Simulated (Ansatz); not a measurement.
# CH9NO2Si2: up Jacob's ladder to CCSD(T)

An exercise on one series of results from a longer session: the logs are not shown, and one member is left open.

The runs use Ansatz 0.2.0, Gaussian basis; functionals in def2-TZVPP, the program's frozen cores in correlated methods.

Plan: PBE-D4, r2SCAN-D4, PBE0-D4, B3LYP-D4, ωB97X-V, ωB97M-V, B2PLYP; CCSD(T)/def2-TZVPP; MP2/def2-QZVPP; extrapolation to the limit.

## Structure used throughout

The geometry comes from an earlier relaxation with PBE0-D4 in a triple-zeta def2 set; it is a stationary point, not always the lowest conformer.

SMILES `C[Si](N)(O)O[SiH3]`, 15 atoms, charge 0, spin multiplicity 1.

Atoms are counted from 1 here; the program's logs count them from 0.

Bond lengths: C1–Si2 1.848 Å, C1–H7 1.092 Å, C1–H8 1.092 Å, C1–H9 1.092 Å, Si2–N3 1.715 Å, Si2–O4 1.641 Å, Si2–O5 1.639 Å, N3–H10 1.007 Å, N3–H11 1.007 Å, O4–H12 0.959 Å, O5–Si6 1.633 Å, Si6–H13 1.484 Å, Si6–H14 1.488 Å, Si6–H15 1.488 Å. Angles: Si2–C1–H7 110.9°, Si2–C1–H8 110.6°, Si2–C1–H9 110.7°, H7–C1–H8 108.1°, H7–C1–H9 108.3°, H8–C1–H9 108.2°, C1–Si2–N3 118.1°, C1–Si2–O4 105.7°, C1–Si2–O5 107.4°, N3–Si2–O4 107.6°, N3–Si2–O5 105.3°, O4–Si2–O5 113.0°, Si2–N3–H10 120.1°, Si2–N3–H11 120.4°, H10–N3–H11 110.9°, Si2–O4–H12 116.3°, Si2–O5–Si6 140.3°, O5–Si6–H13 108.5° and more.

Coordinates:

```xyz
15
charge 0, multiplicity 1
C     1.86211    0.62241   -1.08070
Si    0.20247   -0.03193   -0.59935
N    -1.17315    0.94030   -0.92139
O     0.02249   -1.43656   -1.42875
O     0.21138   -0.24471    1.02597
Si   -0.78851   -0.68029    2.24187
H     1.90814    0.81780   -2.15439
H     2.64581   -0.09727   -0.83323
H     2.07721    1.55461   -0.55356
H    -1.39645    1.71621   -0.31895
H    -1.45126    1.13088   -1.87054
H    -0.84214   -1.84828   -1.38325
H     0.03509   -1.09111    3.40541
H    -1.65341    0.46348    2.63811
H    -1.65979   -1.81552    1.83278
```

Set-up of the first run:

The input, in.yaml:

```yaml
crystal:
  periodic: [false, false, false]
  atoms:
    - {symbol: C, position_ang: [1.862106, 0.622410, -1.080702]}
    - {symbol: Si, position_ang: [0.202470, -0.031934, -0.599345]}
    - {symbol: N, position_ang: [-1.173148, 0.940305, -0.921388]}
    - {symbol: O, position_ang: [0.022493, -1.436560, -1.428753]}
    - {symbol: O, position_ang: [0.211380, -0.244709, 1.025970]}
    - {symbol: Si, position_ang: [-0.788511, -0.680293, 2.241865]}
    - {symbol: H, position_ang: [1.908140, 0.817795, -2.154392]}
    - {symbol: H, position_ang: [2.645812, -0.097272, -0.833228]}
    - {symbol: H, position_ang: [2.077212, 1.554605, -0.553557]}
    - {symbol: H, position_ang: [-1.396453, 1.716207, -0.318950]}
    - {symbol: H, position_ang: [-1.451259, 1.130879, -1.870545]}
    - {symbol: H, position_ang: [-0.842141, -1.848281, -1.383248]}
    - {symbol: H, position_ang: [0.035089, -1.091109, 3.405405]}
    - {symbol: H, position_ang: [-1.653405, 0.463476, 2.638110]}
    - {symbol: H, position_ang: [-1.659786, -1.815520, 1.832777]}
basis:
  gaussian: {orbitals: def2-TZVPP}
hamiltonian: {xc: pbe, dispersion: d4}
output: {forces: true, orbitals: {seedname: orbitals}}
```

The run is started by

```
ansatz run in.yaml --threads 2 --pin off --events-out ev --progress --plain --max-ram 32768MiB --backend cuda --devices 0, --max-vram 18GiB
```

Among the steps run: PBE-D4 (GGA); r2SCAN-D4 (meta-GGA); PBE0-D4 (hybrid); B3LYP-D4 (hybrid); ωB97X-V (range-separated); ωB97M-V (range-separated); B2PLYP (double hybrid); CCSD(T) in def2-TZVPP; MP2 in def2-QZVPP.

One table of the session follows, with a row left open; its other results are not shown here.

```
            method  atomisation energy (eV)
            PBE-D4                   58.735
         r2SCAN-D4                   58.411
           PBE0-D4                   57.912
          B3LYP-D4                   58.438
           ωB97X-V                   58.722
           ωB97M-V                   58.714
            B2PLYP                   57.846
     HF/def2-TZVPP                   42.759
    MP2/def2-TZVPP                        ?
   CCSD/def2-TZVPP                   56.297
CCSD(T)/def2-TZVPP                   57.016
           MP2/CBS                   59.543
       CCSD(T)/CBS                   58.722
```

Q: Estimate the row for MP2/def2-TZVPP from the others.

**Answer.** atomisation energy (eV): 57.836. In the column «atomisation energy (eV)» it lies between CCSD(T)/def2-TZVPP (57.016) and B2PLYP (57.846).
